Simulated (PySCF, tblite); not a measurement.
**C3H11FSeSi2: geometry, infrared bands and NMR shifts**

Wanted: the infrared bands and NMR shifts of C3H11FSeSi2 (`C[C@@H](F)[SiH2][Si@@H](C)[SeH]`), by calculation.

The runs use tblite 0.8.0 and PySCF 2.14.0, with density-fitted response routines of our own; the level of theory stands in each step. All values are computed, except where a source is named. Atoms count from 0, in the outputs and in this text.

### Step 1. The molecule as given

18 atoms, charge 0, multiplicity 1; geometry from: force field or distance geometry start.

Bonds of the start (Å): C0–C1 1.50, C1–F2 1.38, C1–Si3 1.83, Si3–Si4 2.19, Si4–C5 1.86, Si4–Se6 2.29, C0–H7 1.10, C0–H8 1.11, C0–H9 1.13, C1–H10 1.12, Si3–H11 1.49, Si3–H12 1.47, Si4–H13 1.49, C5–H14 1.12, C5–H15 1.13, C5–H16 1.11, Se6–H17 1.52.

### Step 2. Optimising the geometry with GFN2-xTB

The job: settings as JSON, then the geometry in Å.

```
{"job": {"kind": "relax", "xc": "GFN2-xTB", "basis": "xTB"}, "charge": 0, "multiplicity": 1}
C     -1.904700     0.709300     0.263500
C     -1.803900    -0.448100    -0.683100
F     -1.942800    -0.009200    -1.978800
Si    -0.338200    -1.521500    -0.438600
Si     1.605400    -0.528700    -0.245700
C      1.836000     0.949700    -1.345300
Se     2.154200     0.028700     1.901300
H     -1.589700     0.507900     1.298700
H     -1.419200     1.620200    -0.151500
H     -3.008400     0.959500     0.317400
H     -2.708100    -1.085100    -0.484400
H     -0.561000    -2.325400     0.800900
H     -0.316600    -2.506500    -1.532000
H      2.645100    -1.509200    -0.660500
H      1.182900     1.818000    -1.078600
H      2.881400     1.316700    -1.146500
H      1.812200     0.710400    -2.426600
H      1.466600     1.319500     2.313500
```

On the command line:

```
OMP_NUM_THREADS=1 python probes_run.py task.json out
```

One launch serves the whole session: the jobs run in the order shown.

**Question.** This job is followed by: GFN2-xTB harmonic vibrations, gas phase; GIAO PBE0/pcSseg-1 NMR shielding, non-relativistic, gas phase. What will the session give for the following? strongest single infrared mode (GFN2-xTB); zero-point energy (GFN2-xTB); 13C shifts against TMS (PBE0/pcSseg-1); 1H shifts against TMS (PBE0/pcSseg-1, means over atoms taken as alike); 19F shifts against CFCl3 (PBE0/pcSseg-1); 29Si shifts against TMS (PBE0/pcSseg-1); 77Se shifts against Me2Se (PBE0/pcSseg-1); surface potential, 1st and 99th percentile.

As calculated:

| quantity | value |
| --- | --- |
| strongest single infrared mode (GFN2-xTB) | 2238 cm⁻¹, 354 km/mol |
| zero-point energy (GFN2-xTB) | 78.5 kcal/mol |
| 13C shifts against TMS (PBE0/pcSseg-1) | 88.9, 24.2, 4.7 ppm |
| 1H shifts against TMS (PBE0/pcSseg-1, means over atoms taken as alike) | 5.42, 4.95, 4.22, 3.88, 1.64, 0.74, -0.20 ppm |
| 19F shifts against CFCl3 (PBE0/pcSseg-1) | -235.2 ppm |
| 29Si shifts against TMS (PBE0/pcSseg-1) | -27.4, -65.6 ppm |
| 77Se shifts against Me2Se (PBE0/pcSseg-1) | -383 ppm |
| surface potential, 1st and 99th percentile | -0.94 V and 1.16 V |

**Reading.** Relaxing lowered the energy by 0.769 eV in 117 steps; the close pair that moved most is Si3–Si4, from 2.191 to 2.335 Å. No mode is imaginary among the 48: a minimum at this level. The strongest single mode, at 2238 cm⁻¹, moves mainly H12. Unscaled tight-binding wavenumbers are off by several per cent, some by more. Its intensities can rank the bands wrongly. The most deshielded carbon is C1 (sp3 CH bonded to F and Si), at 88.9 ppm: deshielded by the electronegative neighbour. H10 (hydrogen on an sp3 CH bonded to F and Si) lies farthest downfield among hydrogen, at 5.42 ppm; its carbon carries F, an electronegative neighbour. At PBE0/pcSseg-1: The largest span, 433 ppm, is at Se6, where the paramagnetic term is -860 ppm. By nearest atom (PBE0/pcSseg-1), the HOMO sits on Se6 74 %; H17 10 % and the LUMO on Si4 28 %; Se6 19 %. Spin-orbit coupling is left out, which matters for shieldings and couplings at and beside the heavy atoms.
